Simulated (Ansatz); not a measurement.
# One shape, several levels: NBrO (SMILES O=NBr)

Wanted: a comparison of 6 runs (HF/STO-3G, B2PLYP/STO-3G, BHLYP/STO-3G, UPBE0/STO-3G, MP2/STO-3G, UMP2/STO-3G) of NBrO. 

The calculation is run with Ansatz 0.2.0.

51 further runs of the same task are left out: 13 that didn't finish, 38 set aside as unsound or not needed.

## Step 1: The molecule

NBrO has 3 atoms, charge 0, and is taken as a singlet. As SMILES, `O=NBr`. The Br3–N2 distance was set to 2.479 Å, away from the relaxed value.

Bond lengths: O1–N2 1.157 Å. A long bond or contact: N2–Br3 2.479 Å.

## Step 2: The energy at HF/STO-3G (run 1)

Contents of molecule.yaml:

```yaml
crystal:
  periodic: [false, false, false]
  atoms:
    - {symbol: O, position_ang: [1.138512, -1.089179, 0.509285]}
    - {symbol: "N", position_ang: [0.123032, -1.032719, -0.043045]}
    - {symbol: Br, position_ang: [-0.865960, 1.220600, -0.345330]}
basis:
  gaussian:
    orbitals: STO-3G
accuracy: high
hamiltonian:
  xc: hf
```

Started as:

```console
$ ansatz run molecule.yaml --threads 1 --pin off --max-ram 2610MiB --events-out events.jsonl --progress --plain --runs-dir runs
```

The program printed:

```text
Warning: RAYON_NUM_THREADS=1 ignored (pool sized by the plan → 1); use --threads N
Functional definition: HF
  name "HF"
  exchange = exact_x
  correlation = 0
384 factors; integrals over basis functions are off by at most 2.2e-8 eV
mean field evaluation 1: about -72707.6173 eV, gradient 1.5e1 eV
mean field evaluation 2: about -72707.6852 eV, gradient 1.5e1 eV
mean field evaluation 4: about -72711.1670 eV, gradient 6.0e0 eV
mean field evaluation 8: about -72711.6463 eV, gradient 2.5e-1 eV
mean field evaluation 16: about -72711.6352 eV, gradient 2.0e-8 eV
mean field -72711.63516624 eV, -2672.1033066428 hartree, gradient 2.1e-8 eV, S^2 0.000000; 0 other end points of the search recorded, 0 dependent functions left out
reference -72711.63516624 eV, -2672.1033066428 hartree; 25, 25 occupied and 3, 3 virtual orbitals, 384 factors
Total energy: -72711.63516624 eV, -2672.1033066428 hartree
```

It took 0.22 s on 1 thread of Arm Neoverse V1, shared host.

## Step 3: The energy at B2PLYP/STO-3G (run 2)

Contents of job.yaml:

```yaml
crystal:
  periodic: [false, false, false]
  atoms:
    - symbol: O
      position_ang: [1.138512, -1.089179, 0.509285]
    - symbol: "N"
      position_ang: [0.123032, -1.032719, -0.043045]
    - symbol: Br
      position_ang: [-0.865960, 1.220600, -0.345330]
basis:
  gaussian: {orbitals: STO-3G}
hamiltonian: {xc: {name: B2PLYP}}
correlation: {frozen_orbitals: {Br: 9, "N": 1, O: 1}}
accuracy: high
```

Started as:

```console
$ ansatz run job.yaml --threads 1 --pin off --max-ram 2610MiB --events-out events.jsonl --progress --plain --runs-dir runs
```

The program printed (excerpt; [...] marks lines left out):

```text
Warning: RAYON_NUM_THREADS=1 ignored (pool sized by the plan → 1); use --threads N
Functional definition: B2PLYP
  name "B2PLYP"
[...]
384 factors; integrals over basis functions are off by at most 2.2e-8 eV
[...]
mean field -72751.13807447 eV, -2673.5550117442 hartree, gradient 2.8e-8 eV, S^2 0.000000; 0 other end points of the search recorded, 0 dependent functions left out; unrestricted orbitals would lower it
11 core orbitals not correlated: weight in the atoms' cores, before any rotation towards them, 1.000 or more for the frozen orbitals, at most 0.000 for the correlated occupied ones
reference -72751.13808837 eV, -2673.5550122549 hartree; 14, 14 occupied and 3, 3 virtual orbitals, 384 factors
second order -7.18050430 eV of doubles, -0.00000000 eV of singles
Total energy: -72753.07682453 eV, -2673.6262594948 hartree
```

It took 2 s on 1 thread of Arm Neoverse V1, shared host; peak memory 0.096 GiB.

## Step 4: The energy at BHLYP/STO-3G (run 3)

Contents of input.yaml:

```yaml
crystal:
  periodic: [false, false, false]
  atoms:
    - {symbol: O, position_ang: [1.138512, -1.089179, 0.509285]}
    - {symbol: "N", position_ang: [0.123032, -1.032719, -0.043045]}
    - {symbol: Br, position_ang: [-0.865960, 1.220600, -0.345330]}
basis:
  gaussian:
    orbitals: STO-3G
total_charge: 0
hamiltonian:
  xc: {name: BHLYP}
accuracy: high
```

Started as:

```console
$ ansatz run input.yaml --threads 1 --pin off --max-ram 2610MiB --events-out events.jsonl --progress --plain --runs-dir runs
```

The program printed:

```text
Warning: RAYON_NUM_THREADS=1 ignored (pool sized by the plan → 1); use --threads N
Functional definition: BHLYP
  name "BHLYP"
  parameter a = 0.5
  exchange = (1 - a)*b88_x + a*exact_x
  correlation = lyp_c
384 factors; integrals over basis functions are off by at most 2.2e-8 eV
mean field evaluation 1: about -72762.5008 eV, gradient 1.5e1 eV
mean field evaluation 2: about -72690.0970 eV, gradient 6.7e1 eV
mean field evaluation 4: about -72766.4132 eV, gradient 9.2e0 eV
mean field evaluation 8: about -72766.6338 eV, gradient 7.6e0 eV
mean field evaluation 16: about -72767.1627 eV, gradient 1.9e-8 eV
mean field -72767.16273337 eV, -2674.1439070969 hartree, gradient 2.7e-8 eV, S^2 0.000000; 0 other end points of the search recorded, 0 dependent functions left out
reference -72767.16274818 eV, -2674.1439076412 hartree; 25, 25 occupied and 3, 3 virtual orbitals, 384 factors
Total energy: -72767.16274818 eV, -2674.1439076412 hartree
```

It took 1.4 s on 1 thread of Arm Neoverse V1, shared host; peak memory 0.091 GiB.

Runs 4 to 5 aren't shown in full; the table further down has their settings and results.

## Step 5: A single-point energy at UMP2/STO-3G (run 6)

Contents of run.yaml:

```yaml
crystal:
  periodic: [false, false, false]
  atoms:
    - symbol: O
      position_ang: [1.138512, -1.089179, 0.509285]
    - symbol: "N"
      position_ang: [0.123032, -1.032719, -0.043045]
    - symbol: Br
      position_ang: [-0.865960, 1.220600, -0.345330]
basis:
  gaussian: {orbitals: STO-3G}
magnetization: {spin_polarized: true}
correlation: {method: mp2, frozen_orbitals: {Br: 9, "N": 1, O: 1}}
accuracy: high
```

Started as:

```console
$ ansatz run run.yaml --threads 1 --pin off --max-ram 2610MiB --events-out events.jsonl --progress --plain --runs-dir runs
```

The program printed (excerpt; [...] marks lines left out):

```text
Warning: RAYON_NUM_THREADS=1 ignored (pool sized by the plan → 1); use --threads N
[... 2 set-up lines as earlier in the session ...]
[...]
384 factors; integrals over basis functions are off by at most 2.2e-8 eV
[...]
mean field -72713.43717828 eV, -2672.1695293637 hartree, gradient 1.6e-8 eV, S^2 1.102811; 20 other end points of the search recorded, 0 dependent functions left out
11 core orbitals not correlated: weight in the atoms' cores, before any rotation towards them, 1.000 or more for the frozen orbitals, at most 0.000 for the correlated occupied ones
reference -72713.43717828 eV, -2672.1695293637 hartree; 14, 14 occupied and 3, 3 virtual orbitals, 384 factors
second order -2.49555310 eV of doubles, -0.00000000 eV of singles
Total energy: -72715.93273137 eV, -2672.2612392484 hartree
```

It took 2.7 s on 1 thread of Arm Neoverse V1, shared host.

## Step 6: Overview of the runs

```tsv
run	level	frozen core orbitals	energy (Eh)	wall time
1	HF/STO-3G	–	-2672.103307	0.22 s
2	B2PLYP/STO-3G	11	-2673.626259	2 s
3	BHLYP/STO-3G	–	-2674.143908	1.4 s
4	UPBE0/STO-3G	–	-2673.774970	6.9 s
5	MP2/STO-3G	11	-2672.287139	0.6 s
6	UMP2/STO-3G	11	-2672.261239	2.7 s
```

## Step 7: Summary of results

| quantity | value |
| --- | --- |
| run 6: total energy | -2672.26124 Eh |
| run 6: correlation energy (11 core orbitals frozen) | -91.7 mEh |
| run 6: ⟨S²⟩ of the reference determinant | 1.103 |

**Reading.** Below the HF energy at the same shape and in the same basis (STO-3G): MP2 -183.8 mEh; UMP2 -157.9 mEh. Some of these start from another determinant than that one, so these aren't their correlation energies. Totals of different functionals can't be ranked against each other. In runs 2, 5 the log says that unrestricted orbitals would lower the reference, so the values rest on an unstable closed-shell determinant (other closed-shell runs at this shape may share the fault). In runs 1, 2, 3, 4, 5, 6 the basis is minimal, so the values are rough. Spin contamination of the reference: run 6 ⟨S²⟩ = 1.10, run 4 ⟨S²⟩ = 0.28. Where it is this large, the reference is a mixture of spin states, and values that rest on it are in doubt. All runs together took 14 s, the longest 6.9 s.
